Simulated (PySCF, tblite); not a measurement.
# C₅H₁₃PSi: geometry, infrared bands and NMR shifts

What infrared bands and NMR shifts should C₅H₁₃PSi (`C[C@@H]1CCP[C@@H]1[SiH3]`) show?

The runs use tblite 0.8.0 and PySCF 2.14.0, with density-fitted response routines of our own; the level of theory stands in each step. All values are computed, except where a source is named. Atoms are numbered from 0 throughout.

## (1) The starting structure

20 atoms, charge 0, multiplicity 1; geometry from: force field or distance geometry start.

Bonds of the start (Å): C0–C1 1.53, C1–C2 1.54, C2–C3 1.51, C3–P4 1.87, P4–C5 1.90, C5–Si6 1.86, C5–C1 1.55, C0–H7 1.10, C0–H8 1.10, C0–H9 1.10, C1–H10 1.09, C2–H11 1.09, C2–H12 1.11, C3–H13 1.10, C3–H14 1.10, P4–H15 1.42, C5–H16 1.09, Si6–H17 1.49, Si6–H18 1.49, Si6–H19 1.48.

## (2) Relaxing the molecule with GFN2-xTB

Job settings and geometry (Å):

```
{"job": {"kind": "relax", "xc": "GFN2-xTB", "basis": "xTB"}, "charge": 0, "multiplicity": 1}
C     -1.144000     1.269300    -0.000100
C     -0.380900     0.220200    -0.807100
C     -1.118400    -1.129100    -0.816800
C     -0.950600    -1.795700     0.528900
P      0.767100    -1.373600     1.130300
C      1.035400    -0.134100    -0.285200
Si     2.227400     1.191600     0.235000
H     -0.675500     2.261100    -0.083100
H     -2.166400     1.366700    -0.389500
H     -1.233800     1.027700     1.069000
H     -0.300000     0.591200    -1.827500
H     -0.705500    -1.767400    -1.604200
H     -2.194700    -0.999000    -1.048000
H     -1.070700    -2.887400     0.450700
H     -1.683000    -1.419400     1.263800
H      0.365000    -0.429100     2.114500
H      1.536800    -0.714900    -1.066100
H      1.694800     1.952600     1.395900
H      3.554100     0.631500     0.608800
H      2.437500     2.148300    -0.872400
```

Launch:

```bash
> OMP_NUM_THREADS=1 python probes_run.py task.json out
```

The driver reads the jobs from task.json and runs them one after another.

**Question.** This job is followed by: GFN2-xTB harmonic vibrations, gas phase; GIAO PBE0/pcSseg-1 NMR shielding, non-relativistic, gas phase. What will the session give for the following? strongest single infrared mode (GFN2-xTB); zero-point energy (GFN2-xTB); 13C shifts against TMS (PBE0/pcSseg-1); 1H shifts against TMS (PBE0/pcSseg-1, means over atoms taken as alike); 31P shifts against H3PO4 (PBE0/pcSseg-1); 29Si shifts against TMS (PBE0/pcSseg-1).

The runs gave:

| quantity | value |
| --- | --- |
| strongest single infrared mode (GFN2-xTB) | 2256 cm⁻¹, 344 km/mol |
| zero-point energy (GFN2-xTB) | 101.4 kcal/mol |
| 13C shifts against TMS (PBE0/pcSseg-1) | 44.4, 41.0, 25.1, 20.9, 16.3 ppm |
| 1H shifts against TMS (PBE0/pcSseg-1, means over atoms taken as alike) | 3.96, 3.30, 2.52, 2.06, 1.92, 1.89, 1.61, 1.11, 0.93 ppm |
| 31P shifts against H3PO4 (PBE0/pcSseg-1) | -103.6 ppm |
| 29Si shifts against TMS (PBE0/pcSseg-1) | -70.6 ppm |

What this shows: Relaxing lowered the energy by 0.120 eV in 72 steps; the close pair that moved most is C5–Si6, from 1.857 to 1.907 Å. All 54 modes are real, so the xTB geometry is a minimum. The strongest single mode, at 2256 cm⁻¹, moves mainly H17. Unscaled tight-binding wavenumbers are off by several per cent, some by more. Its intensities can rank the bands wrongly. At PBE0/pcSseg-1: The largest span, 240 ppm, is at P4, where the paramagnetic term is -544 ppm.
